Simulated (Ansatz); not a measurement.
Working through an equation of state with a fit of K3Na, space group Pm-3m

Program: Ansatz's Python interface.

Typed at the interpreter:
```pycon
>>> import ansatz as az
>>> import numpy as np
>>> ECUT = 530
>>> FUNCTIONAL = 'pbesol'
>>> SMEARING = 'cold'
>>> SIGMA = 0.2
>>> KGRID = (4, 4, 4)
>>> VECTORS = np.array([
...     [6.369323, 0.0, 0.0],
...     [0.0, 6.369323, 0.0],
...     [0.0, 0.0, 6.369323],
... ])
>>> SITES = [
...     ('K', (0.0, 0.5, 0.5)),
...     ('K', (0.5, 0.0, 0.5)),
...     ('K', (0.5, 0.5, 0.0)),
...     ('Na', (0.0, 0.0, 0.0)),
... ]
>>> def make_crystal(cell):
...     crystal = az.Crystal(lattice=az.Lattice.of(cell))
...     for symbol, position in SITES:
...         crystal = crystal.atom(symbol, position)
...     return crystal
...
>>> # scale the volume, keep shape and fractions
>>> volumes, energies = [], []
>>> for scale in np.linspace(0.94, 1.06, 7):
...     cell = VECTORS * scale ** (1 / 3)
...     calculation = (
...         make_crystal(cell).calculation()
...         .basis(ECUT)
...         .accuracy('medium')
...         .functional(FUNCTIONAL)
...         .mixing('broyden')
...         .occupations(SMEARING, width=SIGMA)
...         .kpoints(*KGRID)
...     )
...     report = calculation.run(threads=1).report
...     volumes.append(abs(np.linalg.det(cell)) / len(SITES))
...     energies.append(report['free_energy_ev'] / len(SITES))
...     print(f'V = {volumes[-1]:8.4f} A^3/atom  F = {energies[-1]:.5f} eV/atom')
...
V =  60.7222 A^3/atom  F = -1505.95956 eV/atom
V =  62.0142 A^3/atom  F = -1505.95962 eV/atom
V =  63.3062 A^3/atom  F = -1505.95900 eV/atom
V =  64.5981 A^3/atom  F = -1505.95775 eV/atom
V =  65.8901 A^3/atom  F = -1505.95595 eV/atom
V =  67.1820 A^3/atom  F = -1505.95363 eV/atom
V =  68.4740 A^3/atom  F = -1505.95085 eV/atom
>>> # third-order Birch-Murnaghan: a cubic in V^(-2/3)
>>> x = np.array(volumes) ** (-2 / 3)
>>> poly = np.polynomial.Polynomial.fit(x, energies, 3).convert()
>>> roots = poly.deriv().roots()
>>> x0 = min((r.real for r in roots if abs(r.imag) < 1e-9 and poly.deriv(2)(r.real) > 0), key=lambda r: abs(r - x.mean()))
>>> v0 = x0 ** -1.5
>>> b0 = 4 / 9 * poly.deriv(2)(x0) * v0 ** (-7 / 3) * 160.21766
>>> b1 = 4 + 2 / 3 * x0 * poly.deriv(3)(x0) / poly.deriv(2)(x0)
>>> print(f'V0 = {v0:.4f} A^3/atom, B0 = {b0:.1f} GPa, dB/dP = {b1:.2f}')
V0 = 61.4762 A^3/atom, B0 = 4.2 GPa, dB/dP = 3.65
```

A third-order Birch-Murnaghan fit through the 7 points has its minimum at 61.48 Å³ an atom, 4.8 % below the typed cell, with a bulk modulus of 4 GPa and dB/dP = 3.7. From that minimum the energy rises by 0.1 meV an atom on the compressed side and 8.8 meV on the expanded side. The window is off centre, so dB/dP is rough.

Reading the output:
- These settings explore the input space; cutoff and mesh may be short of convergence.
- For a metal this k-point mesh is coarse: on a finer one energies can move by several to tens of meV an atom and pressures by half a GPa or more, differences at one mesh by less.
- This cell is a computed structure, which may not be the phase found in nature.
- Timing: 19 s on 1 thread of Arm Neoverse V2, on a shared host, peak memory 0.51 GiB.
